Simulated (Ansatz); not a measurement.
# CeO2 (fluorite): zero-pressure volume and bulk modulus with r²SCAN + D4

One table from this session's results is given with a row withheld; the runs are named, their logs left out.

Method: DFT r²SCAN + D4, scalar-relativistic, plane waves, PAW, in Ansatz 0.2.0.

2 further runs of the same task are left out: 1 that didn't finish, 1 set aside as unsound or not needed.

**The system as given**

The structure is cubic, space group Fm-3m (No. 225). The conventional cell has a = 5.410 Å, b = 5.410 Å, c = 5.410 Å, α = 90.00°, β = 90.00°, γ = 90.00°. Ce (site symmetry m-3m) has 8 O at 2.34 Å as nearest neighbours. O (site symmetry -43m) is surrounded by 4 Ce at 2.34 Å.

Coordinates:

```cif
data_structure
_symmetry_space_group_name_H-M 'Fm-3m'
_symmetry_Int_Tables_number 225
_cell_length_a 5.4097
_cell_length_b 5.4097
_cell_length_c 5.4097
_cell_angle_alpha 90.000
_cell_angle_beta 90.000
_cell_angle_gamma 90.000
_cell_volume 158.32
loop_
_atom_site_label
_atom_site_type_symbol
_atom_site_symmetry_multiplicity
_atom_site_Wyckoff_symbol
_atom_site_fract_x
_atom_site_fract_y
_atom_site_fract_z
_atom_site_occupancy
Ce1 Ce 4 a 0.00000 0.00000 0.00000 1
O1 O 8 c 0.25000 0.75000 0.75000 1
```

An earlier run on this cell at PBE gave 5.60 GPa at 13.193 Å³/atom (8×8×8 mesh), gap on the mesh 1.99 eV. The cell is compressed at this level.

Set-up of the first run:

input.yaml

```yaml
crystal:
  lattice:
    - [0.0, 2.7048609279, 2.7048609279]
    - [2.7048609279, 0.0, 2.7048609279]
    - [2.7048609279, 2.7048609279, 0.0]
  atoms:
    - { symbol: Ce, position: [0.0, 0.0, 0.0] }
    - { symbol: O, position: [0.25, 0.25, 0.25] }
    - { symbol: O, position: [0.75, 0.75, 0.75] }
basis:
  ecutwfc: 500
  ecutrho_ratio: 4
kpoints:
  mp_grid: { grid: [8, 8, 8] }
hamiltonian:
  xc: r2scan
  dispersion: d4
scf:
  occupations: { method: gaussian, width: 0.05 }
output:
  forces: true
  stress: true
  eigenvalues: true
```

Launch:

```console
> ansatz run input.yaml --threads 4 --pin off --max-ram 6144MiB --backend cpu --events-out ev --progress --plain --runs-dir out
```

Steps of the session up to this table: At the given cell; Stepping to 13.355 Å³/atom; Stepping to 13.316 Å³/atom; Volume × 0.98 of the new zero; Volume × 1.02 of the new zero; Volume × 0.96 of the new zero; Volume × 1.04 of the new zero.

One table of the session follows, with a row left open; its other results are not shown here.

| volume (Å³/atom) | energy (meV/atom) | pressure (GPa) |
| --- | --- | --- |
| 12.783 | 13.89 | 8.67 |
| 13.050 | 3.34 | 4.10 |
| 13.316 | 0.00 | 0.00 |
| 13.582 | ? | ? |
| 13.849 | 12.03 | -6.99 |

Estimate the missing values for volume (Å³/atom) = 13.582.

Worked estimate for «energy (meV/atom)». A straight line through the neighbours (13.316, 0.00) and (13.849, 12.03) gives 0.00 + (12.03 − 0.00) × (13.582 − 13.316) / (13.849 − 13.316) = 6.00; a parabola fitted to 3 rows on both sides gives 2.88.

The run gave: energy (meV/atom): 3.11; pressure (GPa): -3.68. In «energy (meV/atom)» the line misses by +2.89 and the parabola by -0.23.

volume (Å³/atom), energy (meV/atom) and a bar:
```
    12.78       13.9 ##############################
    13.05        3.3 #######
    13.32        0.0 
    13.58        3.1 #######
    13.85       12.0 ##########################
```
